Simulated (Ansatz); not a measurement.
**Sn: a tetragonal deformation path**

One table from this session's results is given with a row withheld; the runs are named, their logs left out.

Program: Ansatz 0.2.0. Level of theory: DFT PBE, scalar-relativistic, plane waves, PAW. These are calculated values, not measurements.

### The system as given

It takes space group Fd-3m (No. 227, cubic). The conventional cell has a = 6.491 Å, b = 6.491 Å, c = 6.491 Å, α = 90.00°, β = 90.00°, γ = 90.00°. Sn (site symmetry -43m) has 4 Sn at 2.81 Å as nearest neighbours.

As a file:

```
Sn
1.0
     0.00000    3.24560    3.24560
     3.24560    0.00000    3.24560
     3.24560    3.24560    0.00000
Sn
2
Direct
  0.50000 0.50000 0.50000
  0.75000 0.75000 0.75000
```

No relaxation comes first: the listed cell is the starting point.

Set-up of the first run:

The input, input.yaml:

```yaml
crystal:
  lattice:
    - [0.0, 3.2456, 3.2456]
    - [3.2456, 0.0, 3.2456]
    - [3.2456, 3.2456, 0.0]
  atoms:
    - { symbol: Sn, position: [0.5, 0.5, 0.5] }
    - { symbol: Sn, position: [0.75, 0.75, 0.75] }
basis:
  ecutwfc: 420
kpoints:
  mp_grid: { grid: [14, 14, 14] }
hamiltonian:
  xc: pbe
scf:
  occupations: { method: gaussian, width: 0.15 }
output:
  forces: true
  stress: true
  eigenvalues: true
  write_density: true
  write_potential: true
  elf: true
  volumetric_format: npy
```

Run with:

```sh
$ ansatz run input.yaml --threads 1 --pin off --max-ram 2560MiB --backend cpu --events-out ev --progress --plain --runs-dir out
```

Among the steps run: The reference: the undisturbed cell on the scan's mesh; ρ = 0.707; ρ = 1.414; Point ρ = 0.850; At ρ = 1.200; ρ = 0.780; Point ρ = 1.300; Point ρ = 0.920; At ρ = 1.100; ρ = 0.650; At ρ = 1.500; Point ρ = 0.960; ρ = 1.050.

One of the session's tables, all rows but one given; the rest of the session is left out.

The scan, with free energies counted from the undisturbed cell:

| ρ | ΔE (meV/atom) | pressure (GPa) |
| --- | --- | --- |
| 0.650 | 152.2 | 0.3 |
| 0.707 | 122.2 | 1.2 |
| 0.780 | 81.1 | 2.2 |
| 0.850 | 42.5 | 2.8 |
| 0.920 | 12.9 | 3.1 |
| 0.960 | 3.3 | 3.2 |
| 1.000 | 0.0 | 3.2 |
| 1.050 | 5.2 | 3.2 |
| 1.100 | 21.0 | 3.2 |
| 1.200 | 81.0 | 3.0 |
| 1.300 | 162.5 | 2.9 |
| 1.414 | ? | ? |
| 1.500 | 283.4 | 1.9 |

Estimate the missing values for ρ = 1.414.

Worked estimate for «ΔE (meV/atom)». A straight line through the neighbours (1.300, 162.5) and (1.500, 283.4) gives 162.5 + (283.4 − 162.5) × (1.414 − 1.300) / (1.500 − 1.300) = 231.4; a parabola fitted to 3 rows on both sides gives 238.3.

**Answer.** ΔE (meV/atom): 245.4; pressure (GPa): 2.4. In «ΔE (meV/atom)» the line misses by -14.0 and the parabola by -7.1.
